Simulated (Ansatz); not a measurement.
# Si6CO: the cost of one run

Computed with Ansatz 0.2.0 (DFT PBE+D3(BJ), scalar-relativistic, plane waves, PAW, unless a step's input says otherwise).

## Step 1: The system as given

The structure is triclinic, space group P1 (No. 1). The conventional cell has a = 3.833 Å, b = 5.421 Å, c = 22.538 Å, α = 90.00°, β = 90.00°, γ = 90.00°. Si (site symmetry 1) has 3 Si at 2.32 to 2.35 Å as nearest neighbours. Si (site symmetry 1) is surrounded by 4 Si at 2.31 to 2.32 Å. Si (site symmetry 1) has 3 Si at 2.29 to 2.31 Å as nearest neighbours. O (site symmetry 1) has 1 C at 1.15 Å as nearest neighbours. Around C (site symmetry 1) lie 1 O at 1.15 Å.

Coordinates:

```cif
data_structure
_symmetry_space_group_name_H-M 'P1'
_symmetry_Int_Tables_number 1
_cell_length_a 3.8333
_cell_length_b 5.4212
_cell_length_c 22.5378
_cell_angle_alpha 90.000
_cell_angle_beta 90.000
_cell_angle_gamma 90.000
_cell_volume 468.36
loop_
_atom_site_label
_atom_site_type_symbol
_atom_site_symmetry_multiplicity
_atom_site_Wyckoff_symbol
_atom_site_fract_x
_atom_site_fract_y
_atom_site_fract_z
_atom_site_occupancy
Si1 Si 1 a 0.50000 0.00000 0.17748 1
Si2 Si 1 a 0.00000 0.25000 0.17748 1
Si3 Si 1 a 0.00000 0.50388 0.26029 1
Si4 Si 1 a 0.50000 0.74612 0.26029 1
Si5 Si 1 a 0.50000 0.00860 0.34111 1
Si6 Si 1 a 0.00000 0.24140 0.34111 1
O1 O 1 a 0.66667 0.00860 0.47865 1
C1 C 1 a 0.66667 0.00860 0.52968 1
```

This is the geometry of the first run shown, built on a cell relaxed beforehand with the same method.

## Step 2: What is varied

Atoms count from 1 in the order of the input.

CO (O end down) is moved over the surface cell at a fixed height above a rigid substrate; the origin of the map has the adsorbate above Si5; the height is held at 3.10 Å.

The axes are (1) position of O7 along the first surface vector, from above Si5: 6 values from 0.000 to 0.833, periodic; (2) position of O7 along the second surface vector, from above Si5: 6 values from 0.000 to 0.833, periodic.

Nothing else is relaxed. Points are written as (first, second).

The two vectors of the plane (Å): (3.833, 0.000, 0.000); (0.000, 5.421, 0.000).

## Step 3: Point (1/6, 0/6) of the map's two axes

A dipole layer in the vacuum cancels the field that periodic copies would set up if the slab's two faces differ.

The input, input.yaml:

```yaml
crystal:
  lattice:
    - [3.8333442603, 0.0, 0.0]
    - [0.0, 5.4211674422, 0.0]
    - [0.0, 0.0, 22.5377548805]
  atoms:
    - { symbol: Si, position: [0.5, 0.0, 0.1774799673] }
    - { symbol: Si, position: [0.0, 0.25, 0.1774799673] }
    - { symbol: Si, position: [0.0, 0.5038841205, 0.2602884661] }
    - { symbol: Si, position: [0.5, 0.7461158795, 0.2602884661] }
    - { symbol: Si, position: [0.5, 0.0086034179, 0.3411056213] }
    - { symbol: Si, position: [0.0, 0.2413965821, 0.3411056213] }
    - { symbol: O, position: [0.6666666667, 0.0086034179, 0.478652596] }
    - { symbol: C, position: [0.6666666667, 0.0086034179, 0.5296780866] }
basis:
  ecutwfc: 420
kpoints:
  mp_grid: { grid: [7, 5, 1] }
hamiltonian:
  xc: pbe
  pseudopotentials: { kind: paw, azcp: { folder: soft_1 } }
  dispersion: d3bj
scf:
  occupations: { method: gaussian, width: 0.05 }
output:
  forces: true
  eigenvalues: true
efield:
  axis: 3
  dipole_correction: true
  ramp_width: 0.04
```

Started as:

```sh
ansatz run input.yaml --threads 1 --pin off --max-ram 3072MiB --backend cpu --events-out ev --progress --plain --runs-dir out
```

Q: Estimate wall time and peak memory on 1 thread of Arm Neoverse N1, shared host.

About 44 s, with a peak of 0.56 GiB.
